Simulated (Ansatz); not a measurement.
# C3H9ClSi: one species, many methods

An exercise on one series of results from a longer session: the logs are not shown, and one member is left open.

Program: Ansatz 0.2.0, Gaussian basis. Level of theory: functionals in def2-TZVPP, the program's frozen cores in correlated methods. These are calculated values, not measurements.

Plan: PBE-D4, r2SCAN-D4, PBE0-D4, B3LYP-D4, ωB97X-V, ωB97M-V, B2PLYP; CCSD(T)/def2-TZVPP; MP2/def2-QZVPP; extrapolation to the limit.

## Structure used throughout

All runs share one geometry, relaxed beforehand with PBE0-D4 in a triple-zeta def2 set.

SMILES `C[SiH](C)CCl`, 14 atoms, charge 0, spin multiplicity 1.

Atoms are counted from 1 here; the program's logs count them from 0.

Bond lengths: C1–Si2 1.866 Å, C1–H6 1.093 Å, C1–H7 1.093 Å, C1–H8 1.093 Å, Si2–C3 1.866 Å, Si2–C4 1.891 Å, Si2–H9 1.494 Å, C3–H10 1.093 Å, C3–H11 1.093 Å, C3–H12 1.093 Å, C4–Cl5 1.791 Å, C4–H13 1.091 Å, C4–H14 1.091 Å. Angles: Si2–C1–H6 111.2°, Si2–C1–H7 110.8°, Si2–C1–H8 110.4°, H6–C1–H7 107.9°, H6–C1–H8 108.1°, H7–C1–H8 108.2°, C1–Si2–C3 112.0°, C1–Si2–C4 109.6°, C1–Si2–H9 109.9°, C3–Si2–C4 109.6°, C3–Si2–H9 109.9°, C4–Si2–H9 105.6°, Si2–C3–H10 110.4°, Si2–C3–H11 111.2°, Si2–C3–H12 110.8°, H10–C3–H11 108.1°, H10–C3–H12 108.2°, H11–C3–H12 107.9° and more.

The first run:

in.yaml reads:

```yaml
crystal:
  periodic: [false, false, false]
  atoms:
    - {symbol: C, position_ang: [-1.243717, 1.236593, 0.333764]}
    - {symbol: Si, position_ang: [0.342692, 0.253821, 0.328029]}
    - {symbol: C, position_ang: [0.105082, -1.459495, 1.028495]}
    - {symbol: C, position_ang: [1.006064, 0.130594, -1.438073]}
    - {symbol: Cl, position_ang: [-0.167159, -0.726361, -2.485941]}
    - {symbol: H, position_ang: [-1.085122, 2.246798, -0.051109]}
    - {symbol: H, position_ang: [-1.644317, 1.321522, 1.346885]}
    - {symbol: H, position_ang: [-1.996513, 0.749730, -0.290766]}
    - {symbol: H, position_ang: [1.393963, 0.979522, 1.103266]}
    - {symbol: H, position_ang: [-0.609129, -2.023361, 0.423733]}
    - {symbol: H, position_ang: [1.046435, -2.013853, 1.046875]}
    - {symbol: H, position_ang: [-0.277165, -1.411459, 2.051084]}
    - {symbol: H, position_ang: [1.172931, 1.112875, -1.881961]}
    - {symbol: H, position_ang: [1.942856, -0.426127, -1.485380]}
basis:
  gaussian: {orbitals: def2-TZVPP}
hamiltonian: {xc: pbe, dispersion: d4}
output: {forces: true, orbitals: {seedname: orbitals}}
```

Launch:

```bash
$ ansatz run in.yaml --threads 4 --pin off --events-out ev --progress --plain --max-ram 10444MiB
```

Among the steps run: PBE-D4 (GGA); r2SCAN-D4 (meta-GGA); PBE0-D4 (hybrid); B3LYP-D4 (hybrid); ωB97X-V (range-separated); ωB97M-V (range-separated); B2PLYP (double hybrid); CCSD(T) in def2-TZVPP; MP2 in def2-QZVPP.

One table of the session follows, with a row left open; its other results are not shown here.

```
            method  atomisation energy (eV)
            PBE-D4                   53.226
         r2SCAN-D4                        ?
           PBE0-D4                   52.806
          B3LYP-D4                   52.615
           ωB97X-V                   52.816
           ωB97M-V                   52.846
            B2PLYP                   52.028
     HF/def2-TZVPP                   39.975
    MP2/def2-TZVPP                   51.845
   CCSD/def2-TZVPP                   50.869
CCSD(T)/def2-TZVPP                   51.472
           MP2/CBS                   53.050
       CCSD(T)/CBS                   52.677
```

Q: Estimate the row for r2SCAN-D4 from the others.

The run gave: atomisation energy (eV): 52.796. In the column «atomisation energy (eV)» it lies between CCSD(T)/CBS (52.677) and PBE0-D4 (52.806).

To keep in mind: Free atoms (3 C, 1 Si, 1 Cl, 9 H) were run apart at each level; the atomisation energy is their sum less the molecule, without zero-point or spin-orbit terms.
